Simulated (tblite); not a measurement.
# Cl2H5N2Si2: the cost of one run

Programs: tblite 0.8.0 and PySCF 2.14.0. All values are calculated, for the isolated system unless a continuum is named. Atoms count from 0, parts from 1.

## (1) The system as given

11 atoms, charge 0, multiplicity 2; geometry: distance geometry start.

## (2) Geometry optimisation with GFN2-xTB

The job: settings as JSON, then the geometry in Å.

```
{"job": {"kind": "relax", "xc": "GFN2-xTB", "basis": "xTB"}, "charge": 0, "multiplicity": 2}
Si     1.003016     0.091934     1.809665
N     -0.779992     0.287832     2.110647
Si    -1.407036     1.986664     2.057089
Cl     1.406725     0.088563    -0.289375
Cl     2.066306     1.696280     2.723798
N      1.580459    -1.488194     2.504943
H     -1.178766    -0.343064     2.809115
H     -0.498870     2.832578     2.745642
H     -2.681806     2.015579     2.698215
H     -1.516411     2.397859     0.716288
H      1.108763    -2.392981     2.367680
```

Method: GFN2-xTB geometry optimisation, gas phase.

Launch:

```sh
OMP_NUM_THREADS=1 python cluster_run.py task.json out
```

This one command runs all jobs of the session in turn.

**Question.** How long does this first job take on 1 thread of Arm Neoverse V1, shared host?

About 4.2 s.
